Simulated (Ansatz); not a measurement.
# UB3LYP/aug-cc-pVDZ run of CH5Si (SMILES C[SiH2])

Aim: the electronic atomisation energy of CH5Si at UB3LYP/aug-cc-pVDZ, from 4 runs. 

The results are computed with Ansatz 0.2.0.

50 further runs of the same task are left out: 50 set aside as unsound or not needed.

**1. The molecule**

The species is CH5Si (7 atoms), meant as a doublet with charge 0. SMILES: `C[SiH2]`. Geometry: relaxed at PBE0-D4/def2-TZVP.

Bond lengths: C1–Si2 1.875 Å, C1–H3 1.094 Å, C1–H4 1.092 Å, C1–H5 1.092 Å, Si2–H6 1.491 Å, Si2–H7 1.490 Å. Angles: C1–Si2–H6 111.8°, C1–Si2–H7 111.8°, Si2–C1–H3 110.5°, Si2–C1–H4 110.8°, Si2–C1–H5 110.8°, H6–Si2–H7 109.5°, H3–C1–H4 108.1°, H3–C1–H5 108.2°, H4–C1–H5 108.3°.

**2. A single-point energy at UB3LYP/aug-cc-pVDZ**

File input.yaml:

```yaml
crystal:
  periodic: [false, false, false]
  atoms:
    - {symbol: C, position_ang: [-0.122600, -0.803200, 0.095200]}
    - {symbol: Si, position_ang: [0.176200, 1.034800, 0.314000]}
    - {symbol: H, position_ang: [-0.204800, -1.054900, -0.966600]}
    - {symbol: H, position_ang: [0.699200, -1.383300, 0.519500]}
    - {symbol: H, position_ang: [-1.047100, -1.107700, 0.589500]}
    - {symbol: H, position_ang: [-0.951500, 1.846400, -0.225700]}
    - {symbol: H, position_ang: [1.450600, 1.468000, -0.326000]}
basis:
  gaussian:
    orbitals: aug-cc-pVDZ
magnetization:
  spin_polarized: true
  initial_magnetization: 1
hamiltonian:
  xc: {name: B3LYP}
accuracy: high
output:
  orbitals: {seedname: orbitals}
```

The run is started by

```console
$ ansatz run input.yaml --threads 1 --pin off --max-ram 3480MiB --events-out events.jsonl --progress --plain --runs-dir runs
```

Log:

```text
Warning: RAYON_NUM_THREADS=1 ignored (pool sized by the plan → 1); use --threads N
Functional definition: B3LYP
  name "B3LYP"
  parameter a0 = 0.2
  parameter ax = 0.72
  parameter ac = 0.81
  exchange = (1 - a0 - ax)*slater_x + ax*b88_x + a0*exact_x
  correlation = (1 - ac)*vwn_rpa_c + ac*lyp_c
1901 factors; integrals over basis functions are off by at most 3.9e-9 eV
mean field evaluation 1: about -8988.3695 eV, gradient 3.8e1 eV
mean field evaluation 2: about -8982.7801 eV, gradient 4.6e1 eV
mean field evaluation 4: about -8995.4549 eV, gradient 5.9e-1 eV
mean field evaluation 8: about -8995.4860 eV, gradient 1.7e-2 eV
mean field evaluation 16: about -8995.4860 eV, gradient 9.3e-6 eV
mean field -8995.48600200 eV, -330.5780132140 hartree, gradient 9.4e-8 eV, S^2 0.751637; 0 other end points of the search recorded, 0 dependent functions left out
reference -8995.48605251 eV, -330.5780150701 hartree; 13, 12 occupied and 82, 83 virtual orbitals, 1901 factors
Total energy: -8995.48605251 eV, -330.5780150701 hartree
```

It took 12 s on 1 thread of Intel Xeon Platinum 8259CL at 2.50GHz (Skylake/Cascade Lake), shared host; peak memory 0.38 GiB.

**3. The C atom**

File input.yaml:

```yaml
crystal:
  periodic: [false, false, false]
  atoms:
    - {symbol: C, position_ang: [0.000000, 0.000000, 0.000000]}
basis:
  gaussian:
    orbitals: aug-cc-pVDZ
accuracy: high
magnetization:
  spin_polarized: true
  initial_magnetization: 2
hamiltonian:
  xc: {name: B3LYP}
```

Run the same way, it converges to -37.85420 Eh (log not shown).

**4. The H atom, same level**

File job.yaml:

```yaml
basis:
  gaussian: {orbitals: aug-cc-pVDZ}
crystal:
  periodic: [false, false, false]
  atoms:
    - {symbol: H, position_ang: [0.000000, 0.000000, 0.000000]}
magnetization: {spin_polarized: true, initial_magnetization: 1}
hamiltonian: {xc: {name: B3LYP}}
accuracy: high
```

Run the same way, it converges to -0.50166 Eh (log not shown).

**5. The Si atom**

File input.yaml:

```yaml
crystal:
  periodic: [false, false, false]
  atoms:
    - {symbol: Si, position_ang: [0.000000, 0.000000, 0.000000]}
basis:
  gaussian:
    orbitals: aug-cc-pVDZ
magnetization:
  spin_polarized: true
  initial_magnetization: 2
hamiltonian:
  xc: {name: B3LYP}
accuracy: high
```

The run is started by

```console
$ ansatz run input.yaml --threads 1 --pin off --max-ram 3480MiB --events-out events.jsonl --progress --plain --runs-dir runs
```

Log, shortened:

```text
Warning: RAYON_NUM_THREADS=1 ignored (pool sized by the plan → 1); use --threads N
[... 7 set-up lines as earlier in the session ...]
231 factors; integrals over basis functions are off by at most 3.2e-9 eV
mean field evaluation 1: about -7874.6134 eV, gradient 2.7e0 eV
mean field evaluation 2: about -7874.6909 eV, gradient 9.3e-1 eV
mean field evaluation 4: about -7874.6985 eV, gradient 1.4e-1 eV
mean field evaluation 8: about -7874.6987 eV, gradient 5.8e-5 eV
mean field evaluation 16: about -7874.6992 eV, gradient 1.2e-1 eV
mean field -7874.69872323 eV, -289.3898404160 hartree, gradient 1.3e-8 eV, S^2 2.003639; 1 other end points of the search recorded, 0 dependent functions left out
reference -7874.69874806 eV, -289.3898413287 hartree; 8, 6 occupied and 19, 21 virtual orbitals, 231 factors
Total energy: -7874.69874806 eV, -289.3898413287 hartree
```

It took 1.6 s on 1 thread of Intel Xeon Platinum 8259CL at 2.50GHz (Skylake/Cascade Lake), shared host; peak memory 0.11 GiB.

**6. Outcome**

Level: UB3LYP/aug-cc-pVDZ.

```
                                    quantity          value
                      molecule: total energy  -330.57802 Eh
molecule: HOMO energy (highest over α and β)       -5.63 eV
 molecule: LUMO energy (lowest over α and β)       -2.56 eV
                              molecule: ⟨S²⟩          0.752
                        C atom: total energy   -37.85420 Eh
                                C atom: ⟨S²⟩          2.004
                        H atom: total energy    -0.50166 Eh
                                H atom: ⟨S²⟩          0.750
                       Si atom: total energy  -289.38984 Eh
                               Si atom: ⟨S²⟩          2.004
               electronic atomisation energy      22.468 eV
```

In words: Taking the molecule apart into free atoms costs 22.47 eV (2168 kJ/mol), before zero-point energy and without spin-orbit coupling.
